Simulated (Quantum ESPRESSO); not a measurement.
Crystal: NbSi.

```xyz
2
Lattice="0.0000 2.5738 2.5738 2.5738 0.0000 2.5738 2.5738 2.5738 0.0000" Properties=species:S:1:pos:R:3 pbc="T T T"
Nb    0.0000    0.0000    0.0000
Si    2.5738    2.5738    2.5738
```

The cell was built by a generator and needn't be a form met in nature.

- Program: Quantum ESPRESSO 7.5
- Task: phonons
- Functional: vdW-DF-cx
- Potentials or basis: GBRV 1.5 PBE
- Cutoff: 612 eV
- Density cutoff: 4898 eV
- k mesh: 9 × 9 × 9
- Occupations: cold, width 0.2 eV
- Spin: no spin polarisation
- Mixing beta: 0.5
- Most SCF iterations: 120
- SCF threshold: 4e-10 Ry

The cell and the atoms were relaxed first, to 16.68 Å³/atom (a = 3.614 Å, b = 3.614 Å, c = 3.614 Å, α = 60.00°, β = 60.00°, γ = 60.00°), and the response was taken there.

What is the highest optical frequency at the zone centre?

376 cm⁻¹, a mode of symmetry T1u (IR).

Optical modes at Γ, degenerate ones joined:
```
cm⁻¹  components  symmetry  active in
 376           3       T1u         IR
```

Caveat: the potentials were made for another functional, which shifts forces and pressure.
